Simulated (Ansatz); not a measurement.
Write a Python script for Ansatz's Python interface that makes a phonon calculation by finite displacements of YSe, space group Fm-3m. Settings: LDA, PAW, the default cutoff (420 eV here), 8×8×8 k-points, Fermi-Dirac smearing of 0.01 eV.

```yaml
crystal:
  lattice:
    - [0.00000, 2.85150, 2.85150]
    - [2.85150, 0.00000, 2.85150]
    - [2.85150, 2.85150, 0.00000]
  atoms:
    - { symbol: Y, position: [0.50000, 0.50000, 0.50000] }
    - { symbol: Se, position: [0.00000, 0.00000, 0.00000] }
```

The script, `phonons.py`:
```python
"""Phonons of YSe by finite displacements."""

from pathlib import Path
import warnings

import ansatz as az
import numpy as np


def main() -> None:
    warnings.simplefilter("ignore", az.DeckWarning)

    lattice = az.Lattice.of(
        [0.0, 2.8515, 2.8515],
        [2.8515, 0.0, 2.8515],
        [2.8515, 2.8515, 0.0],
    )
    sites = [
        ("Y", [0.5, 0.5, 0.5]),
        ("Se", [0.0, 0.0, 0.0]),
    ]
    structure = az.Crystal(lattice=lattice)
    for symbol, position in sites:
        structure = structure.atom(symbol, position)
    path = [
        ("K", (0.375, 0.375, 0.75)),
        ("G", (0.0, 0.0, 0.0)),
        ("L", (0.5, 0.5, 0.5)),
        ("W", (0.5, 0.25, 0.75)),
        ("X", (0.5, 0.0, 0.5)),
    ]

    # the k mesh has to be a multiple of the supercell
    calculation = structure.calculation()
    calculation = calculation.scf(tolerance=1e-09, extra_bands=16)
    calculation = calculation.occupations("Fermi-Dirac", width=10 * az.meV)
    calculation = calculation.functional("lda")
    calculation = calculation.accuracy("low")
    calculation = calculation.kpoints(8, 8, 8)
    calculation = calculation.phonons("fd", supercell=2, amplitude=0.015, path=[q for _, q in path], intervals=8, temperatures=(0, 600, 100))
    result = calculation.run(threads=1, runs_dir="phonon_runs")
    folder = Path(result.output_folder) / "results"
    ph = result.phonons

    for mode, w in enumerate(ph.gamma_omega_inv_cm, start=1):
        print(f"Gamma mode {mode:2d}: {w:8.1f} 1/cm  {w / 33.35641:7.3f} THz")
    print(f"{ph.n_members} displaced supercells, sum-rule residual {ph.asr_residual_pre_ev_ang2:.1e} eV/A^2")
    table = np.loadtxt(folder / "phbands.tsv", comments="#")
    n_modes = len(ph.gamma_omega_inv_cm)
    omega = table[:, 1 : 1 + n_modes]
    print("q distance and wavenumbers (1/cm)")
    for row in table[::2]:
        print(f"{row[0]:7.3f}", " ".join(f"{v:7.1f}" for v in row[1 : 1 + n_modes]))
    # a negative number stands for an imaginary frequency
    print(f"lowest {omega.min():.1f}, highest {omega.max():.1f} 1/cm on the path;", "unstable" if omega.min() < -10 else "no imaginary branch")
    sums = ph.harmonic_sums
    print(f"zero-point energy {1000 * sums.zero_point_energy_ev:.2f} meV per cell")
    t, f_vib = np.asarray(sums.temperatures_k), np.asarray(sums.vibrational_free_energy_ev)
    for temperature, value in zip(t, f_vib):
        print(f"T = {temperature:6.0f} K   F_vib = {1000 * value:9.2f} meV per cell")


if __name__ == "__main__":
    main()
```

Output of `python phonons.py`:
```text
RunWarning: on the 20×20×20 q-mesh 199 entries of the irreducible table, 7.895e-1 modes per cell, the lowest at -82.66 cm⁻¹, stand at or below zero and are read as no rigid motion or as one in doubt: the zero-point energy, F, S and C_V leave that weight out. The structure may be unstable at those wave vectors; or the force constants reach too short, and between the wave vectors that fix them their interpolation takes a soft branch below zero: a larger extent of the force constants (supercell or [...]
Gamma mode  1:      0.0 1/cm    0.000 THz
Gamma mode  2:      0.0 1/cm    0.000 THz
Gamma mode  3:      0.0 1/cm    0.000 THz
Gamma mode  4:    207.4 1/cm    6.217 THz
Gamma mode  5:    207.4 1/cm    6.217 THz
Gamma mode  6:    207.4 1/cm    6.217 THz
2 displaced supercells, sum-rule residual 3.5e-04 eV/A^2
q distance and wavenumbers (1/cm)
  0.000   -27.7    68.5    96.6   184.5   188.5   195.0
  0.292   -39.4    64.7   132.5   162.2   167.0   196.6
  0.584   -33.8    54.8   111.3   172.4   175.5   200.0
  0.876   -17.6    33.4    58.7   195.2   198.9   204.8
  1.169     0.0     0.0     0.0   207.4   207.4   207.4
  1.407   -10.9    38.6    38.6   200.3   203.0   203.0
  1.646   -38.6    74.7    74.7   184.9   190.5   190.5
  1.884   -69.5   105.9   105.9   172.9   172.9   173.9
  2.123   -82.7   122.7   122.7   160.3   160.3   170.9
  2.317   -74.1   108.5   120.8   162.2   167.4   176.5
  2.512   -51.0    79.0   121.3   162.2   181.1   186.9
  2.707   -18.4    44.5   126.6   161.4   192.3   194.1
  2.902    20.0    20.0   129.8   161.1   196.5   196.5
  3.039   -13.4    39.5   115.8   172.6   195.4   198.3
  3.177   -13.2    53.9    93.2   188.5   194.8   200.5
  3.315     9.7    62.8    73.8   194.5   199.4   202.4
  3.453    15.4    65.7    65.7   194.5   203.2   203.2
lowest -82.7, highest 207.4 1/cm on the path; unstable
zero-point energy 45.00 meV per cell
T =      0 K   F_vib =     45.00 meV per cell
T =    100 K   F_vib =     33.47 meV per cell
T =    200 K   F_vib =     -7.66 meV per cell
T =    300 K   F_vib =    -69.68 meV per cell
T =    400 K   F_vib =   -146.26 meV per cell
T =    500 K   F_vib =   -233.90 meV per cell
T =    600 K   F_vib =   -330.43 meV per cell
```
(Warnings from the package without file and line, shortened.)

What to keep in mind:
- The settings weren't tested for convergence.
- No spin polarisation was allowed.
- The cell isn't relaxed first, so the values belong to this volume.
- For a metal this mesh is far too coarse, so the numbers only illustrate the procedure.
- Some modes are imaginary (printed negative) at these settings, from an unstable structure or from unconverged force constants, so sums over modes carry no meaning.
- The starting cell is as deposited in a crystallographic database; the results hold for this polymorph, which needn't be the stable one.
- The structure is taken as given and the supercell is small; imaginary modes can come from an unrelaxed or unstable start. Phonons of metals also depend on mesh and smearing.
- The script silences the warnings on its input, which a real study should read.
- Timing: 3.1 min on 1 thread of Arm Neoverse V1, with other jobs on the host, peak memory 1.6 GiB.

(Lines on the test bed's own set-up are left out of the output.)
